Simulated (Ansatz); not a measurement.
# SiAsH₅: vertical ionisation energy

How much energy removes an electron from SiAsH₅ at fixed geometry? The cation is run at each level and the neutral's energy taken from earlier runs.

Program: Ansatz 0.2.0, Gaussian basis. Level of theory: unrestricted cation, the program's frozen cores in correlated methods. These are calculated values, not measurements.

The runs, in order: UKS PBE-D4/def2-TZVPP; UKS r2SCAN-D4/def2-TZVPP; UKS PBE0-D4/def2-TZVPP; UKS B3LYP-D4/def2-TZVPP; UKS wB97X-V/def2-TZVPP; UKS wB97M-V/def2-TZVPP; UKS B2PLYP/def2-TZVPP; UHF-CCSD(T)/def2-TZVPP; UHF-MP2/def2-QZVPP; extrapolation to the limit; then −ε(HOMO) from the neutral's earlier runs with LDA (SPW92), PBE-D4, revPBE-D4, BLYP-D4, r2SCAN-D4, B97M-V, PBE0-D4, B3LYP-D4, r2SCANh-D4, r2SCAN0-D4, HSE06-D4, BHLYP-D4, CAM-B3LYP-D4, LC-ωPBE, ωB97X-V, ωB97M-V.

## (1) Structure used throughout

The geometry comes from an earlier relaxation with PBE0-D4 in a triple-zeta def2 set; it is a stationary point, not always the lowest conformer.

SMILES `[SiH3][AsH2]`, 7 atoms, charge 0, spin multiplicity 1.

Atoms are counted from 1 here; the program's logs count them from 0.

Bond lengths: Si1–As2 2.365 Å, Si1–H3 1.486 Å, Si1–H4 1.486 Å, Si1–H5 1.486 Å, As2–H6 1.523 Å, As2–H7 1.523 Å. Angles: As2–Si1–H3 108.2°, As2–Si1–H4 108.2°, As2–Si1–H5 113.4°, H3–Si1–H4 108.8°, H3–Si1–H5 109.0°, H4–Si1–H5 109.1°, Si1–As2–H6 92.0°, Si1–As2–H7 92.0°, H6–As2–H7 92.2°.

Coordinates:

```xyz
7

Si   -0.58057   -0.48796   -0.41397
As    0.94853    0.23391    1.23952
H    -1.92421   -0.59739    0.21146
H    -0.15841   -1.83372   -0.88216
H    -0.66216    0.42800   -1.58086
H     0.41909    1.66061    1.18306
H     2.01894    0.52865    0.19724
```

## (2) Cation, UKS PBE-D4/def2-TZVPP

The input, in.yaml:

```yaml
crystal:
  periodic: [false, false, false]
  atoms:
    - {symbol: Si, position_ang: [-0.580573, -0.487955, -0.413969]}
    - {symbol: As, position_ang: [0.948529, 0.233906, 1.239525]}
    - {symbol: H, position_ang: [-1.924213, -0.597391, 0.211462]}
    - {symbol: H, position_ang: [-0.158410, -1.833717, -0.882163]}
    - {symbol: H, position_ang: [-0.662159, 0.428001, -1.580857]}
    - {symbol: H, position_ang: [0.419087, 1.660609, 1.183063]}
    - {symbol: H, position_ang: [2.018941, 0.528648, 0.197240]}
basis:
  gaussian: {orbitals: def2-TZVPP}
total_charge: 1
magnetization: {spin_polarized: true, initial_magnetization: 1}
hamiltonian: {xc: pbe, dispersion: d4}
```

Run with:

```
> ansatz run in.yaml --threads 4 --pin off --events-out ev --progress --plain --max-ram 10444MiB
```

Standard output:

```text
Functional definition: PBE
  name "PBE"
  cite "Perdew, Burke & Ernzerhof, Phys. Rev. Lett. 77, 3865 (1996) doi:10.1103/PhysRevLett.77.3865"
  parent pbe
  parameter kappa = 0.804
  parameter beta = 0.06672455060314922
  exchange = pbe_x(kappa = kappa, mu = beta*pi^2/3)
  correlation = pbe_c(beta = beta)
956 factors; their error is unknown
mean field evaluation 1: about -68774.6247 eV, gradient 2.0e1 eV
mean field evaluation 2: about -68766.2030 eV, gradient 3.5e1 eV
mean field evaluation 4: about -68777.3419 eV, gradient 3.2e0 eV
mean field evaluation 8: about -68777.4258 eV, gradient 9.0e-2 eV
mean field evaluation 16: about -68777.4043 eV, gradient 1.6e-4 eV
mean field -68777.40434674 eV, -2527.5229907438 hartree, gradient 5.5e-5 eV, S^2 0.753076; 3 other end points of the search recorded, 0 dependent functions left out
reference -68777.40438657 eV, -2527.5229922073 hartree; 26, 25 occupied and 134, 135 virtual orbitals, 956 factors
Total energy: -68777.50271508 eV, -2527.5266057133 hartree
```

Wall time 2.4 s (4 threads of Arm Neoverse V1, shared host); peak memory 0.25 GiB.

Less the neutral's -68787.1720 eV (earlier run), this gives 9.669 eV. ⟨S²⟩ = 0.753.

## (3) Cation, UKS r2SCAN-D4/def2-TZVPP

Edit in.yaml of step 2 so:

```diff
@@ -14,2 +14,2 @@
 magnetization: {spin_polarized: true, initial_magnetization: 1}
-hamiltonian: {xc: pbe, dispersion: d4}
+hamiltonian: {xc: r2scan, dispersion: d4}
```

The command is unchanged.

Standard output:

```text
Functional definition: r2SCAN
  name "r2SCAN"
  cite "Furness, Kaplan, Ning, Perdew & Sun, J. Phys. Chem. Lett. 11, 8208 (2020) doi:10.1021/acs.jpclett.0c02405"
  cite "Furness, Kaplan, Ning, Perdew & Sun, J. Phys. Chem. Lett. 11, 9248 (2020) doi:10.1021/acs.jpclett.0c03077"
  parent r2scan
  parameter k0 = 0.174
  parameter k1 = 0.065
  parameter a1 = 4.9479
  exchange = r2scan_x(k0 = k0, k1 = k1, a1 = a1)
  correlation = r2scan_c
956 factors; their error is unknown
mean field evaluation 1: about -68787.7590 eV, gradient 1.7e1 eV
mean field evaluation 2: about -68780.6516 eV, gradient 3.0e1 eV
mean field evaluation 4: about -68789.7595 eV, gradient 3.5e0 eV
mean field evaluation 8: about -68789.8764 eV, gradient 2.2e-1 eV
mean field evaluation 16: about -68789.8567 eV, gradient 2.1e-3 eV
mean field -68789.85669966 eV, -2527.9806062728 hartree, gradient 3.3e-5 eV, S^2 0.756667; 2 other end points of the search recorded, 0 dependent functions left out
reference -68789.85671355 eV, -2527.9806067835 hartree; 26, 25 occupied and 134, 135 virtual orbitals, 956 factors
Total energy: -68789.87804300 eV, -2527.9813906262 hartree
```

It took 6 s on 4 threads of Arm Neoverse V1, shared host; peak memory 0.28 GiB.

Less the neutral's -68799.5915 eV (earlier run), this gives 9.713 eV. ⟨S²⟩ = 0.757.

## (4) Cation, UKS PBE0-D4/def2-TZVPP

Edit in.yaml of step 3 so:

```diff
@@ -14,2 +14,2 @@
 magnetization: {spin_polarized: true, initial_magnetization: 1}
-hamiltonian: {xc: r2scan, dispersion: d4}
+hamiltonian: {xc: pbe0, dispersion: d4}
```

The command is unchanged.

Standard output:

```text
Functional definition: PBE0
  name "PBE0"
  cite "Adamo & Barone, J. Chem. Phys. 110, 6158 (1999) doi:10.1063/1.478522"
  cite "Perdew, Burke & Ernzerhof, Phys. Rev. Lett. 77, 3865 (1996) doi:10.1103/PhysRevLett.77.3865"
  parent pbe
  parameter a = 0.25
  parameter kappa = 0.804
  parameter beta = 0.06672455060314922
  exchange = (1 - a)*pbe_x(kappa = kappa, mu = beta*pi^2/3) + a*exact_x
  correlation = pbe_c(beta = beta)
1009 factors; their error is unknown
mean field evaluation 1: about -68778.2069 eV, gradient 1.5e1 eV
mean field evaluation 2: about -68778.2346 eV, gradient 1.5e1 eV
mean field evaluation 4: about -68779.7890 eV, gradient 1.1e0 eV
mean field evaluation 8: about -68779.7959 eV, gradient 7.1e-2 eV
mean field evaluation 16: about -68780.0591 eV, gradient 3.0e-4 eV
mean field -68780.05908959 eV, -2527.6205507441 hartree, gradient 1.6e-5 eV, S^2 0.755255; 2 other end points of the search recorded, 0 dependent functions left out
reference -68780.05911953 eV, -2527.6205518441 hartree; 26, 25 occupied and 134, 135 virtual orbitals, 1009 factors
Total energy: -68780.14171591 eV, -2527.6235872052 hartree
```

It took 3 s on 4 threads of Arm Neoverse V1, shared host; peak memory 0.43 GiB.

Less the neutral's -68789.8650 eV (earlier run), this gives 9.723 eV. ⟨S²⟩ = 0.755.

## (5) Cation, UKS B3LYP-D4/def2-TZVPP

Edit in.yaml of step 4 so:

```diff
@@ -14,2 +14,2 @@
 magnetization: {spin_polarized: true, initial_magnetization: 1}
-hamiltonian: {xc: pbe0, dispersion: d4}
+hamiltonian: {xc: {name: B3LYP}, dispersion: d4}
```

Same command.

Standard output (excerpt; [...] marks lines left out):

```text
Functional definition: B3LYP
  name "B3LYP"
  cite "Stephens, Devlin, Chabalowski & Frisch, J. Phys. Chem. 98, 11623 (1994) doi:10.1021/j100096a001"
  cite "Becke, Phys. Rev. A 38, 3098 (1988) doi:10.1103/PhysRevA.38.3098"
  cite "Lee, Yang & Parr, Phys. Rev. B 37, 785 (1988) doi:10.1103/PhysRevB.37.785"
  cite "Vosko, Wilk & Nusair, Can. J. Phys. 58, 1200 (1980) doi:10.1139/p80-159"
[...]
1002 factors; their error is unknown
[...]
mean field -68792.80511656 eV, -2528.0889585954 hartree, gradient 1.7e-5 eV, S^2 0.753828; 2 other end points of the search recorded, 0 dependent functions left out
reference -68792.80536481 eV, -2528.0889677185 hartree; 26, 25 occupied and 134, 135 virtual orbitals, 1002 factors
Total energy: -68792.96705564 eV, -2528.0949097468 hartree
```

Run time: 3.1 s. Hardware: 4 threads of Arm Neoverse V1, shared host; peak memory 0.43 GiB.

Less the neutral's -68802.7734 eV (earlier run), this gives 9.806 eV. ⟨S²⟩ = 0.754.

## (6) Cation, UKS wB97X-V/def2-TZVPP

Edit in.yaml of step 5 so:

```diff
@@ -14,2 +14,2 @@
 magnetization: {spin_polarized: true, initial_magnetization: 1}
-hamiltonian: {xc: {name: B3LYP}, dispersion: d4}
+hamiltonian: {xc: {name: wB97X-V}}
```

The command is unchanged.

Standard output (excerpt; [...] marks lines left out):

```text
Functional definition: wB97X-V
  name "wB97X-V"
  cite "Mardirossian & Head-Gordon, Phys. Chem. Chem. Phys. 16, 9904 (2014) doi:10.1039/C3CP54374A"
  cite "Becke, J. Chem. Phys. 107, 8554 (1997) doi:10.1063/1.475007"
  cite "Vydrov & Van Voorhis, J. Chem. Phys. 133, 244103 (2010) doi:10.1063/1.3521275"
[...]
      + integral(e_c_pw_opposite_spin*poly(b97_u_opposite, cos0, cos1)) + vv10(b, c)
995 factors; their error is unknown
218 factors; integrals over basis functions are off by at most 1.1e-5 eV
[...]
mean field -68783.98505966 eV, -2527.7648274827 hartree, gradient 1.2e-5 eV, S^2 0.755417; 2 other end points of the search recorded, 0 dependent functions left out
reference -68783.98505795 eV, -2527.7648274201 hartree; 26, 25 occupied and 134, 135 virtual orbitals, 995 factors
Total energy: -68783.98505795 eV, -2527.7648274201 hartree
```

It took 8 s on 4 threads of Arm Neoverse V1, shared host; peak memory 0.58 GiB.

The neutral molecule at this level: -68793.7476 eV. Difference: 9.763 eV. ⟨S²⟩ = 0.755.

## (7) Cation, UKS wB97M-V/def2-TZVPP

Edit in.yaml of step 6 so:

```diff
@@ -14,2 +14,2 @@
 magnetization: {spin_polarized: true, initial_magnetization: 1}
-hamiltonian: {xc: {name: wB97X-V}}
+hamiltonian: {xc: {name: wB97M-V}}
```

The command is unchanged.

Standard output (excerpt; [...] marks lines left out):

```text
Functional definition: wB97M-V
  name "wB97M-V"
  cite "Mardirossian & Head-Gordon, J. Chem. Phys. 144, 214110 (2016) doi:10.1063/1.4952647"
  cite "Becke, J. Chem. Phys. 107, 8554 (1997) doi:10.1063/1.475007"
  cite "Vydrov & Van Voorhis, J. Chem. Phys. 133, 244103 (2010) doi:10.1063/1.3521275"
  # Of w^i u^j: cxij and so on, Table III.
[...]
  gx(w, u) = 1 - cx + cx01*u + cx10*w
  gss(w, u) = css00 + css04*u^4 + css10*w + css20*w^2 + css43*w^4*u^3
  gos(w, u) = cos00 + cos10*w + (cos20 + cos21*u)*w^2 + (cos60 + cos61*u)*w^6
[...]
      + integral(e_c_pw_mod_opposite_spin*gos(b97_w_opposite, b97_u_opposite)) + vv10(b, c)
990 factors; their error is unknown
218 factors; integrals over basis functions are off by at most 1.1e-5 eV
[...]
mean field -68786.34173288 eV, -2527.8514336264 hartree, gradient 5.9e-5 eV, S^2 0.753704; 2 other end points of the search recorded, 0 dependent functions left out
reference -68786.34177916 eV, -2527.8514353269 hartree; 26, 25 occupied and 134, 135 virtual orbitals, 990 factors
Total energy: -68786.34177916 eV, -2527.8514353269 hartree
```

It took 9.5 s on 4 threads of Arm Neoverse V1, shared host; peak memory 0.62 GiB.

The neutral molecule at this level: -68796.0597 eV. Difference: 9.718 eV. ⟨S²⟩ = 0.754.

## (8) Cation, UKS B2PLYP (frozen core)/def2-TZVPP

Edit in.yaml of step 7 so:

```diff
@@ -14,2 +14,2 @@
 magnetization: {spin_polarized: true, initial_magnetization: 1}
-hamiltonian: {xc: {name: wB97M-V}}
+hamiltonian: {xc: {name: B2PLYP}}
```

Same command.

Standard output (excerpt; [...] marks lines left out):

```text
Functional definition: B2PLYP
  name "B2PLYP"
  cite "Grimme, J. Chem. Phys. 124, 034108 (2006) doi:10.1063/1.2148954"
  cite "Becke, Phys. Rev. A 38, 3098 (1988) doi:10.1103/PhysRevA.38.3098"
  cite "Lee, Yang & Parr, Phys. Rev. B 37, 785 (1988) doi:10.1103/PhysRevB.37.785"
[...]
933 factors; integrals over basis functions are off by at most 9.0e-4 eV
[...]
mean field -68773.89845925 eV, -2527.3941517547 hartree, gradient 3.8e-6 eV, S^2 0.757854; 2 other end points of the search recorded, 0 dependent functions left out
14 core orbitals not correlated: weight in the atoms' cores, before any rotation towards them, 1.000 or more for the frozen orbitals, at most 0.000 for the correlated occupied ones
reference -68773.89861627 eV, -2527.3941575250 hartree; 12, 11 occupied and 134, 135 virtual orbitals, 933 factors
second order -12.45245386 eV of doubles, -0.00000000 eV of singles
Total energy: -68777.26077881 eV, -2527.5177147195 hartree
```

It took 4.2 s on 4 threads of Arm Neoverse V1, shared host; peak memory 0.37 GiB.

The neutral molecule at this level: -68786.9794 eV. Difference: 9.719 eV. ⟨S²⟩ = 0.758.

## (9) Cation, UHF-CCSD(T)/def2-TZVPP

Edit in.yaml of step 8 so:

```diff
@@ -14,2 +14,3 @@
 magnetization: {spin_polarized: true, initial_magnetization: 1}
-hamiltonian: {xc: {name: B2PLYP}}
+correlation: {method: ccsd_t}
+scf: {omitted_lower_state_checks: [cluster_reference]}
```

Launched as before.

Standard output (excerpt; [...] marks lines left out):

```text
Functional definition: HF
  name "HF"
  cite "Fock, Z. Phys. 61, 126 (1930) doi:10.1007/BF01340294"
  parent pbe
[...]
933 factors; integrals over basis functions are off by at most 9.0e-4 eV
[...]
mean field -68728.55588552 eV, -2525.7278429043 hartree, gradient 2.3e-6 eV, S^2 0.765508; 0 other end points of the search recorded, 0 dependent functions left out
14 core orbitals not correlated: weight in the atoms' cores, before any rotation towards them, 1.000 or more for the frozen orbitals, at most 0.000 for the correlated occupied ones
reference -68728.55588552 eV, -2525.7278429043 hartree; 12, 11 occupied and 134, 135 virtual orbitals, 933 factors
second order -10.16966851 eV of doubles, -0.00000000 eV of singles
cycle   1  -10.72943162 eV  change   -5.6e-1 eV  update   8.3e-2
[...]
cycle  13  -11.19916650 eV  change    1.1e-6 eV  update   1.9e-5
perturbative correction -0.36084596 eV, -0.0132608444 hartree
Total energy: -68740.11589798 eV, -2526.1526655266 hartree
Checks for a lower state left out: cluster_reference
```

Run time: 61 s. Hardware: 4 threads of Arm Neoverse V1, shared host; peak memory 2.6 GiB.

Less the neutral's -68749.8617 eV (earlier run), this gives 9.746 eV. ⟨S²⟩ = 0.766. T1 = 0.013 (report).

## (10) Cation, UHF-MP2/def2-QZVPP

Edit in.yaml of step 9 so:

```diff
@@ -11,6 +11,6 @@
 basis:
-  gaussian: {orbitals: def2-TZVPP}
+  gaussian: {orbitals: "def2-QZVPP.json"}
 total_charge: 1
 magnetization: {spin_polarized: true, initial_magnetization: 1}
-correlation: {method: ccsd_t}
+correlation: {method: mp2}
 scf: {omitted_lower_state_checks: [cluster_reference]}
```

Same command.

Standard output (excerpt; [...] marks lines left out):

```text
Functional definition: HF
  name "HF"
  cite "Fock, Z. Phys. 61, 126 (1930) doi:10.1007/BF01340294"
  parent pbe
[...]
1860 factors; integrals over basis functions are off by at most 9.4e-4 eV
[...]
mean field -68730.04867588 eV, -2525.7827019383 hartree, gradient 2.7e-6 eV, S^2 0.765896; 0 other end points of the search recorded, 0 dependent functions left out
14 core orbitals not correlated: weight in the atoms' cores, before any rotation towards them, 1.000 or more for the frozen orbitals, at most 0.000 for the correlated occupied ones
reference -68730.04867588 eV, -2525.7827019383 hartree; 12, 11 occupied and 283, 284 virtual orbitals, 1860 factors
second order -18.01903119 eV of doubles, -0.00000000 eV of singles
Total energy: -68748.06770707 eV, -2526.4448891209 hartree
Checks for a lower state left out: cluster_reference
```

Run time: 12 s. Hardware: 4 threads of Arm Neoverse V1, shared host; peak memory 1.2 GiB.

Less the neutral's -68757.9283 eV (earlier run), this gives 9.861 eV. ⟨S²⟩ = 0.766.

## (11) From triple and quadruple zeta to the limit

No new run: Hartree-Fock is extrapolated as exp(−7.88√X) and correlation as X^−2.97, with X = 3 and 4; only MP2 was run in the larger set, so CCSD(T) minus MP2 is added from the smaller one.

| level | energy at the limit (eV) |
| --- | --- |
| HF | -68730.2543 |
| MP2 | -68754.0877 |
| CCSD | -68755.1172 |
| CCSD(T) | -68755.4780 |

This is no true limit for total energies: MP2 correlation changes by a factor of 1.77 from triple to quadruple zeta (about 1.07 in light molecules), because outer-core shells are correlated in sets not made for them. Much of that cancels between molecule and atoms or ions.

The neutral's limit, from its own earlier runs, is -68765.4119 eV in the additive form (MP2 limit plus CCSD(T) minus MP2 in triple zeta), in which the cation has -68755.4780 eV.

## (12) Ionisation energies side by side

Differences are taken before rounding.

| method | ionisation energy (eV) | from CCSD(T)/CBS (eV) | time |
| --- | --- | --- | --- |
| PBE-D4 | 9.67 | -0.26 | 3.6 s |
| r2SCAN-D4 | 9.71 | -0.22 | 8.2 s |
| PBE0-D4 | 9.72 | -0.21 | 4.2 s |
| B3LYP-D4 | 9.81 | -0.13 | 4.7 s |
| ωB97X-V | 9.76 | -0.17 | 12 s |
| ωB97M-V | 9.72 | -0.22 | 14 s |
| B2PLYP | 9.72 | -0.22 | 6.1 s |
| HF/def2-TZVPP | 8.77 | -1.17 |  |
| MP2/def2-TZVPP | 9.76 | -0.18 |  |
| CCSD/def2-TZVPP | 9.69 | -0.24 |  |
| CCSD(T)/def2-TZVPP | 9.75 | -0.19 | 74 s |
| CCSD(T)/CBS | 9.93 | 0 | 92 s |

Among the levels timed on like hardware and quicker than the yardstick, those that no quicker one beats, quickest first: PBE-D4 (3.6 s, -0.26 eV); PBE0-D4 (4.2 s, -0.21 eV); B3LYP-D4 (4.7 s, -0.13 eV).

Times add the cation's run and the neutral's; HF, MP2 and CCSD come out of the CCSD(T) runs.

For comparison, −ε(HOMO) of the neutral from earlier runs:

| functional | −ε(HOMO) (eV) | by energy difference (eV) |
| --- | --- | --- |
| LDA (SPW92) | 6.61 |  |
| PBE-D4 | 6.50 | 9.67 |
| revPBE-D4 | 6.46 |  |
| BLYP-D4 | 6.35 |  |
| r2SCAN-D4 | 6.76 | 9.71 |
| B97M-V | 6.83 |  |
| PBE0-D4 | 7.55 | 9.72 |
| B3LYP-D4 | 7.34 | 9.81 |
| r2SCANh-D4 | 7.14 |  |
| r2SCAN0-D4 | 7.72 |  |
| HSE06-D4 | 7.16 |  |
| BHLYP-D4 | 8.46 |  |
| CAM-B3LYP-D4 | 8.78 |  |
| LC-ωPBE | 10.09 |  |
| ωB97X-V | 9.76 | 9.76 |
| ωB97M-V | 9.62 | 9.72 |

## (13) Outcome

| quantity | value |
| --- | --- |
| ionisation energy, CCSD(T)/CBS | 9.93 eV |
| nearest functional by difference | B3LYP-D4 (-0.13 eV) |
| nearest −ε(HOMO) | LC-ωPBE (+0.15 eV) |
| −ε(HOMO) of PBE | 6.50 eV |
| T1 of the cation | 0.013 |

**Reading.** By cation minus neutral, the functionals miss by 0.26 eV at most. −ε(HOMO) of PBE misses by 3.4 eV, since self-interaction lifts the level. Among orbital estimates LC-ωPBE comes nearest. Hartree-Fock falls 1.17 eV short, as the neutral has more correlation energy than the cation. Correlated methods include outer-core shells of As, which these sets cover unevenly. With outer-core shells in play the reference is unsure by up to some tenths of an eV, so close misses can't be ranked.

For cost: B3LYP-D4 gets within 0.13 eV in 4.7 s, where CCSD(T)/CBS took 92 s; the quickest level in the cost chart, PBE-D4, takes 3.6 s and misses by 0.26 eV.
